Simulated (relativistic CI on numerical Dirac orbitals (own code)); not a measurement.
# Zr²⁺ (4d2) in crystal fields: levels and magnetism

How does a crystal field split the 4d2 shell of Zr²⁺, and what follows for the ground state and χT? 6 fields tried.

The numbers are computed with relativistic CI on numerical Dirac orbitals (own code) version 1 (Dirac-Coulomb-Breit CI, KLI orbitals optimised for each configuration, model QED (radiative potential, 1s self-energy scaled to tabulated hydrogen-like ionisation energies), valence Slater integrals scaled by 0.75, one configuration in a parametric crystal field), except any that are marked as measured or tabulated.

### 1 The system

```
ion            : Zr²⁺ (Zr III)
nuclear charge : 40
electrons      : 38
open shell     : 4d2
Slater scale   : 0.75
field 1 (cm⁻¹) : Oh, 10Dq = 4700
field 2 (cm⁻¹) : Oh, 10Dq = 8500
field 3 (cm⁻¹) : Oh, 10Dq = 12250
field 4 (cm⁻¹) : Oh, 10Dq = 16000
field 5 (cm⁻¹) : Oh, 10Dq = 19800
field 6 (cm⁻¹) : Oh, 10Dq = 23550
```

The outer shells:

[Kr] 4d2
```
[Kr] core
4d [↑ ][↑ ][  ][  ][  ]
```

### 2 Field 1: Oh, 10Dq = 4700

Input settings:

```ini
atom Zr  Z=40  charge=2  electrons=38
nucleus A=90  rms_radius_fm=4.2694
hamiltonian dirac-coulomb  breit=on  qed=on  c_scale=1
orbitals kli  potential=per-configuration
slater_scale 0.75
correlation none
mixing on
configurations
  [Kr] 4d2
end
crystal_field Oh 10Dq=4700
```

Main fields of the result record, rounded:

```text
status: converged
cf_levels [E_cm, degeneracy, irrep, S_eff, L_eff, J_eff, g_principal]:
  - [0, 2, "E", 0.9981, 2.96, 2.58, "-"]
  - [51.9, 3, "T2", 0.9985, 2.956, 2.736, "-"]
  - [565.6, 3, "T1", 0.9998, 2.952, 3.513, "-"]
  - [837.2, 1, "A1", 0.9994, 2.947, 3.917, "-"]
  - [4269.6, 1, "A2", 1, 3, 3, "-"]
  - [4273.9, 3, "T2", 0.9875, 2.993, 3.062, "-"]
  - [4556.4, 3, "T1", 0.9996, 3, 3.484, "-"]
  - [4594.5, 2, "E", 0.9992, 2.998, 3.602, "-"]
  - [7406.9, 3, "T2", 0.06075, 2.606, 2.613, "-"]
  - [7623.6, 2, "E", 0.03579, 2.896, 2.905, "-"]
  - [9170.3, 3, "T2", 0.9933, 3.011, 3.425, "-"]
  - [10791.9, 1, "A1", 0.9959, 1.132, 0.5249, "-"]
  - [10991, 3, "T1", 0.9998, 1.111, 1.166, "-"]
  - [11315.9, 3, "T2", 0.9812, 1.244, 2.11, "-"]
  - [11345.7, 2, "E", 0.9875, 1.183, 2.078, "-"]
  - [12834.9, 3, "T2", 0.05099, 3.542, 3.554, "-"]
  - [13584, 1, "A1", 0.01033, 3.776, 3.775, "-"]
  - [14135.3, 3, "T1", 0.002458, 3.999, 4, "-"]
  - "... 2 more rows left out ..."
chiT [K, cm3 K/mol]: [[2, 0.00374712], [5, 0.00936783], [10, 0.0187773], [20, 0.0391894], [50, 0.106881], [100, 0.211033], [200, 0.406664], [300, 0.585711]]
stabilisation [cm-1]: -2759.56
radial 4d2 [Ha, bohr]: {"<r^-3>(4d)": 2.7967, "<r^1>(4d)": 2.006, "<r^2>(4d)": 4.7688, "<r^4>(4d)": 41.297, "F2(4d,4d)": 0.22654, "F4(4d,4d)": 0.14706, "zeta(4d)": 0.0015831}
n_levels_all: 20
free-ion levels [i, E_cm, J2, term, w_term]:
  - [0, 0, 4, "3F", 0.994]
  - [1, 570.009, 6, "3F", 1]
  - [2, 1262.711, 8, "3F", 0.9986]
  - [3, 6880.6968, 4, "1D", 0.8723]
  - [4, 7671.8285, 0, "3P", 0.9978]
  - [5, 7879.6822, 2, "3P", 1]
  - [6, 8405.1605, 4, "3P", 0.8777]
  - [7, 10437.58, 8, "1G", 0.9986]
  - [8, 24948.295, 0, "1S", 0.9978]
```

Run time: 0.1 s. Hardware: 1 thread, shared host.

### 3 Field 2: Oh, 10Dq = 8500

Changes to the settings of step 2:

```diff
@@ -10,2 +10,2 @@
 end
-crystal_field Oh 10Dq=4700
+crystal_field Oh 10Dq=8500
```

Result record:

```text
status: converged
cf_levels [E_cm, degeneracy, irrep, S_eff, L_eff, J_eff, g_principal]:
  - [0, 2, "E", 0.9985, 2.918, 2.672, "-"]
  - [27.5, 3, "T2", 0.9988, 2.914, 2.759, "-"]
  - [515.6, 3, "T1", 0.9998, 2.906, 3.494, "-"]
  - [758.3, 1, "A1", 0.9995, 2.9, 3.842, "-"]
  - [7100.2, 3, "T2", 0.3593, 2.913, 2.955, "-"]
  - [7504.8, 2, "E", 0.01756, 3.071, 3.077, "-"]
  - [7791.2, 1, "A2", 1, 3, 3, "-"]
  - [8064, 3, "T1", 0.9996, 3, 3.442, "-"]
  - [8084.4, 2, "E", 0.998, 3.001, 3.508, "-"]
  - [8107.1, 3, "T2", 0.8301, 2.975, 3.028, "-"]
  - [14035.3, 1, "A1", 0.9296, 1.531, 1.232, "-"]
  - [14298.9, 3, "T1", 0.9997, 1.206, 1.307, "-"]
  - [14563.6, 3, "T2", 0.9806, 1.318, 2.13, "-"]
  - [14605.3, 2, "E", 0.9963, 1.214, 2.088, "-"]
  - "... 6 more rows left out ..."
chiT [K, cm3 K/mol]: [[2, 0.00781065], [5, 0.0195403], [10, 0.0392996], [20, 0.074078], [50, 0.146513], [100, 0.248737], [200, 0.443855], [300, 0.61815]]
stabilisation [cm-1]: -5521.17
n_levels_all: 20
```

It took 0.092 s on 1 thread, shared host.

### 4 Field 3: Oh, 10Dq = 12250

Changes to the settings of step 3:

```diff
@@ -10,2 +10,2 @@
 end
-crystal_field Oh 10Dq=8500
+crystal_field Oh 10Dq=12250
```

Result record:

```text
status: converged
cf_levels [E_cm, degeneracy, irrep, S_eff, L_eff, J_eff, g_principal]:
  - [0, 2, "E", 0.9986, 2.885, 2.7, "-"]
  - [17.9, 3, "T2", 0.9989, 2.881, 2.758, "-"]
  - [486, 3, "T1", 0.9999, 2.872, 3.464, "-"]
  - [712.7, 1, "A1", 0.9995, 2.865, 3.788, "-"]
  - [7250.1, 3, "T2", 0.02448, 3.007, 3.013, "-"]
  - [7407.6, 2, "E", 0.00799, 3.138, 3.14, "-"]
  - [11382.6, 1, "A2", 1, 3, 3, "-"]
  - [11502.7, 3, "T2", 0.9931, 3.001, 3.098, "-"]
  - [11650.2, 3, "T1", 0.9996, 3, 3.427, "-"]
  - [11661.8, 2, "E", 0.9997, 2.998, 3.469, "-"]
  - [15510, 1, "A1", 0.05172, 3.19, 3.191, "-"]
  - [17673.8, 1, "A1", 0.9817, 1.378, 1.069, "-"]
  - [17767, 3, "T1", 0.9996, 1.273, 1.403, "-"]
  - [18005.8, 3, "T2", 0.9828, 1.351, 2.136, "-"]
  - "... 6 more rows left out ..."
chiT [K, cm3 K/mol]: [[2, 0.0137976], [5, 0.0344991], [10, 0.06485], [20, 0.1022], [50, 0.171159], [100, 0.272762], [200, 0.468194], [300, 0.639086]]
stabilisation [cm-1]: -8362.58
n_levels_all: 20
```

It took 0.091 s on 1 thread, shared host.

### 5 Field 4: Oh, 10Dq = 16000

Changes to the settings of step 4:

```diff
@@ -10,2 +10,2 @@
 end
-crystal_field Oh 10Dq=12250
+crystal_field Oh 10Dq=16000
```

Result record:

```text
status: converged
cf_levels [E_cm, degeneracy, irrep, S_eff, L_eff, J_eff, g_principal]:
  - [0, 2, "E", 0.9987, 2.859, 2.71, "-"]
  - [12.9, 3, "T2", 0.999, 2.856, 2.754, "-"]
  - [466, 3, "T1", 0.9999, 2.847, 3.439, "-"]
  - [682.1, 1, "A1", 0.9995, 2.84, 3.749, "-"]
  - [7225.6, 3, "T2", 0.009294, 3.072, 3.074, "-"]
  - [7335.7, 2, "E", 0.005993, 3.171, 3.173, "-"]
  - [15029.2, 1, "A2", 1, 3, 3, "-"]
  - [15130.5, 3, "T2", 0.998, 3, 3.107, "-"]
  - [15294, 3, "T1", 0.9997, 3, 3.419, "-"]
  - [15301.8, 2, "E", 0.9998, 2.998, 3.446, "-"]
  - [15921.2, 1, "A1", 0.01172, 3.061, 3.063, "-"]
  - [21221.2, 1, "A1", 0.9961, 1.349, 1.084, "-"]
  - [21333.2, 3, "T1", 0.9995, 1.321, 1.471, "-"]
  - [21555.8, 3, "T2", 0.9842, 1.381, 2.145, "-"]
  - "... 6 more rows left out ..."
chiT [K, cm3 K/mol]: [[2, 0.0213826], [5, 0.0524222], [10, 0.0876485], [20, 0.12219], [50, 0.188553], [100, 0.290219], [200, 0.48601], [300, 0.654207]]
stabilisation [cm-1]: -11259.2
n_levels_all: 20
```

It took 0.092 s on 1 thread, shared host.

### 6 Field 5: Oh, 10Dq = 19800

Changes to the settings of step 5:

```diff
@@ -10,2 +10,2 @@
 end
-crystal_field Oh 10Dq=16000
+crystal_field Oh 10Dq=19800
```

Result record:

```text
status: converged
cf_levels [E_cm, degeneracy, irrep, S_eff, L_eff, J_eff, g_principal]:
  - [0, 2, "E", 0.9988, 2.839, 2.715, "-"]
  - [10, 3, "T2", 0.999, 2.837, 2.75, "-"]
  - [451.4, 3, "T1", 0.9999, 2.827, 3.419, "-"]
  - [659.9, 1, "A1", 0.9995, 2.821, 3.719, "-"]
  - [7196.3, 3, "T2", 0.005727, 3.112, 3.114, "-"]
  - [7281.9, 2, "E", 0.005, 3.192, 3.193, "-"]
  - [16171, 1, "A1", 0.005734, 2.949, 2.95, "-"]
  - [18755.8, 1, "A2", 1, 3, 3, "-"]
  - [18850.5, 3, "T2", 0.999, 3, 3.111, "-"]
  - [19018.9, 3, "T1", 0.9997, 3, 3.414, "-"]
  - [19024.3, 2, "E", 0.9998, 2.998, 3.432, "-"]
  - [24890.1, 1, "A1", 0.9983, 1.372, 1.148, "-"]
  - [25002.9, 3, "T1", 0.9995, 1.356, 1.521, "-"]
  - [25214.1, 3, "T2", 0.9852, 1.406, 2.153, "-"]
  - "... 6 more rows left out ..."
chiT [K, cm3 K/mol]: [[2, 0.030308], [5, 0.070678], [10, 0.105646], [20, 0.136901], [50, 0.201774], [100, 0.303723], [200, 0.499805], [300, 0.665787]]
stabilisation [cm-1]: -14225.8
n_levels_all: 20
```

It took 0.091 s on 1 thread, shared host.

### 7 Field 6: Oh, 10Dq = 23550

Changes to the settings of step 6:

```diff
@@ -10,2 +10,2 @@
 end
-crystal_field Oh 10Dq=19800
+crystal_field Oh 10Dq=23550
```

Result record:

```text
status: converged
cf_levels [E_cm, degeneracy, irrep, S_eff, L_eff, J_eff, g_principal]:
  - [0, 2, "E", 0.9988, 2.824, 2.717, "-"]
  - [8.1, 3, "T2", 0.9991, 2.822, 2.745, "-"]
  - [440.6, 3, "T1", 1, 2.813, 3.403, "-"]
  - [643.4, 1, "A1", 0.9995, 2.807, 3.697, "-"]
  - [7171, 3, "T2", 0.004378, 3.139, 3.14, "-"]
  - [7241.5, 2, "E", 0.004433, 3.206, 3.206, "-"]
  - [16335.1, 1, "A1", 0.003836, 2.866, 2.867, "-"]
  - [22452.4, 1, "A2", 1, 3, 3, "-"]
  - [22543.9, 3, "T2", 0.9994, 3, 3.114, "-"]
  - [22714.4, 3, "T1", 0.9997, 3, 3.41, "-"]
  - [22718.2, 2, "E", 0.9999, 2.998, 3.422, "-"]
  - [28547.1, 1, "A1", 0.999, 1.393, 1.201, "-"]
  - [28658.2, 3, "T1", 0.9995, 1.383, 1.559, "-"]
  - [28861, 3, "T2", 0.986, 1.426, 2.159, "-"]
  - "... 6 more rows left out ..."
chiT [K, cm3 K/mol]: [[2, 0.0399538], [5, 0.0867729], [10, 0.119145], [20, 0.147889], [50, 0.211951], [100, 0.314232], [200, 0.510525], [300, 0.674708]]
stabilisation [cm-1]: -17172.4
n_levels_all: 20
```

Wall time 0.091 s (1 thread, shared host).

### 8 Comparison of the fields

| field | ground state | degeneracy | S | J | first gap (cm⁻¹) | stabilisation (cm⁻¹) | χT at 2 K | χT at 300 K |
| --- | --- | --- | --- | --- | --- | --- | --- | --- |
| 1: Oh | E | 2 | 1.00 | 2.58 | 52 | -2760 | 0.004 | 0.586 |
| 2: Oh | E | 2 | 1.00 | 2.67 | 28 | -5521 | 0.008 | 0.618 |
| 3: Oh | E | 2 | 1.00 | 2.70 | 18 | -8363 | 0.014 | 0.639 |
| 4: Oh | E | 2 | 1.00 | 2.71 | 13 | -11259 | 0.021 | 0.654 |
| 5: Oh | E | 2 | 1.00 | 2.71 | 10 | -14226 | 0.030 | 0.666 |
| 6: Oh | E | 2 | 1.00 | 2.72 | 8 | -17172 | 0.040 | 0.675 |

χT is in cm³ K/mol; stabilisation counts from the free ion's lowest level; S and J come from the expectation values of their squares.

### 9 Summary of results

| quantity | value |
| --- | --- |
| ground spin (effective S from ⟨S²⟩) | 1: 1.00, 2: 1.00, 3: 1.00, 4: 1.00, 5: 1.00, 6: 1.00 |
| χT at 300 K | 0.59 to 0.67 cm³ K/mol |

In words: All fields leave the ground state at S = 1. The field is a set of parameters, without covalency or charge transfer.
